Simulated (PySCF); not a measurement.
# C9H9: the cost of one run

Programs: PySCF 2.14.0, with routines of our own; each step states its level. All values are computed. Atoms count from 0.

## 1. The starting structure

18 atoms, charge 0, multiplicity 2; geometry from: GFN2-xTB.

## 2. Open-shell or spin-flip excitations: unrestricted TDDFT PBE0/def2-SVP

What the job is given:

```
{"job": {"kind": "uabs", "xc": "PBE0", "basis": "def2-SVP", "nstates": 10, "tda": false}, "charge": 0, "multiplicity": 2}
C     -0.061217     2.223849    -0.634776
C      0.415448     1.026676    -0.157036
C      1.812471     0.892492     0.109613
C      2.359851    -0.291939     0.512660
C      1.545206    -1.413880     0.688189
C      0.184566    -1.317630     0.464847
C     -0.414143    -0.132851     0.054216
C     -1.852253    -0.062471    -0.121885
C     -2.642394    -1.087781    -0.435676
H      0.606539     3.054687    -0.779974
H     -1.090167     2.381280    -0.896777
H      2.437390     1.763167    -0.028665
H      3.421049    -0.367139     0.700485
H      1.975625    -2.349151     1.012636
H     -0.437710    -2.181862     0.644234
H     -2.301533     0.912052     0.015039
H     -2.260051    -2.076381    -0.625116
H     -3.707437    -0.966802    -0.533672
```

Level: unrestricted TDDFT PBE0/def2-SVP, vertical, gas phase, core orbitals frozen in the response.

Run with:

```sh
$ OMP_NUM_THREADS=1 python excited_run.py task.json out
```

One launch serves the whole session: the jobs run in the order shown.

**Question.** How long does this first job take on 1 thread of Arm Neoverse V1, shared host, and how much memory does it need?

About 98 s, with a peak of 0.67 GiB.
